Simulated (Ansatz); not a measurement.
# AlCo: the cost of one run

Program: Ansatz 0.2.0. Level of theory: DFT r2SCAN, scalar-relativistic, plane waves, PAW. These are calculated values, not measurements.

1 further run of the same task is left out (set aside as unsound or not needed).

**1. The starting structure**

It takes space group Pm-3m (No. 221, cubic). The conventional cell has a = 2.824 Å, b = 2.824 Å, c = 2.824 Å, α = 90.00°, β = 90.00°, γ = 90.00°. Al (site symmetry m-3m) is surrounded by 8 Co at 2.45 Å. Co (site symmetry m-3m) has 8 Al at 2.45 Å as nearest neighbours.

As a file:

```
Al Co
1.0
     2.82406    0.00000    0.00000
     0.00000    2.82406    0.00000
     0.00000    0.00000    2.82406
Al Co
1 1
Direct
  0.00000 0.00000 0.00000
  0.50000 0.50000 0.50000
```

It goes back to an entry of the Materials Project.

It is the result of an earlier relaxation at this level (volume 11.26 Å³/atom; gap on the mesh: none (metal), site moments up to 0.1 μB).

**2. Static run: bands, density of states and charges**

Contents of input.yaml:

```yaml
crystal:
  lattice:
    - [2.8240557655, 0.0, 0.0]
    - [0.0, 2.8240557655, 0.0]
    - [0.0, 0.0, 2.8240557655]
  atoms:
    - { symbol: Al, position: [0.0, 0.0, 0.0] }
    - { symbol: Co, position: [0.5, 0.5, 0.5], spin: 0.16 }
basis:
  ecutwfc: 500
kpoints:
  mp_grid: { grid: [14, 14, 14] }
  band_path:
    path:
      - [[0.0, 0.0, 0.0], [0.0, 0.5, 0.0], [0.5, 0.5, 0.0], [0.0, 0.0, 0.0], [0.5, 0.5, 0.5], [0.0, 0.5, 0.0]]
      - [[0.5, 0.5, 0.5], [0.5, 0.5, 0.0]]
    npoints: 14
hamiltonian:
  xc: r2scan
scf:
  occupations: { method: gaussian, width: 0.1 }
  n_extra_bands: 6
output:
  forces: true
  stress: true
  eigenvalues: true
  populations: true
  dos: { projected: true, de: 0.02, nscf_kmesh: { grid: [21, 21, 21] } }
  bader: true
  write_density: true
  write_potential: true
  elf: true
  volumetric_format: npy
magnetization:
  spin_polarized: true
checkpoint:
  read: start.run
  write: ck
  compress: false
  write_wavefunctions: false
  write_every: 100000
```

The run is started by

```bash
$ ansatz run input.yaml --threads 1 --pin off --max-ram 2560MiB --backend cpu --events-out ev --progress --plain --runs-dir out
```

**Question.** How long does this run take on 1 thread of Intel Xeon at 2.50GHz (Skylake/Cascade Lake), shared host, and how much memory does it need?

About 78 s, with a peak of 0.46 GiB.
